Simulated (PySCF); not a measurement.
Cl2BGeH3, in a box:

```xyz
7
Lattice="13.0000 0.0000 0.0000 0.0000 13.0000 0.0000 0.0000 0.0000 13.0000" Properties=species:S:1:pos:R:3 pbc="T T T"
Cl    8.0208    5.3484    8.0725
B     6.4777    5.7548    7.3753
Cl    5.1889    4.5849    7.4685
Ge    6.1482    7.5752    6.4516
H     5.7151    7.3373    4.9955
H     5.0052    8.3110    7.1705
H     7.4046    8.4571    6.4671
```

Base run:

| Quantity | Value |
| --- | --- |
| Program | PySCF 2.14.0 |
| Functional | SOGGA11 |
| Potentials or basis | pob-tzvp-rev2 (all-electron) |
| k mesh | 1 × 1 × 1 |
| Occupations | fixed |
| Spin | no spin polarisation |

Its results: gap between the frontier levels 4.30 eV.

**Question.** After a change of settings the same cell gave: gap between the frontier levels 4.24 eV. Which change was it?
A. functional from SOGGA11 to SCAN0
B. functional from SOGGA11 to wB97X
C. functional from SOGGA11 to PBE0; dispersion from none to D3(BJM)
D. functional from SOGGA11 to PBE

**Answer.** D.

Caveats: this is a molecule in a periodic box at the Γ point, so its band gap is the HOMO-LUMO gap; relativity is left out, which matters for the heavier elements; the basis of atomic orbitals isn't converged, which shifts pressures, moduli and gaps.
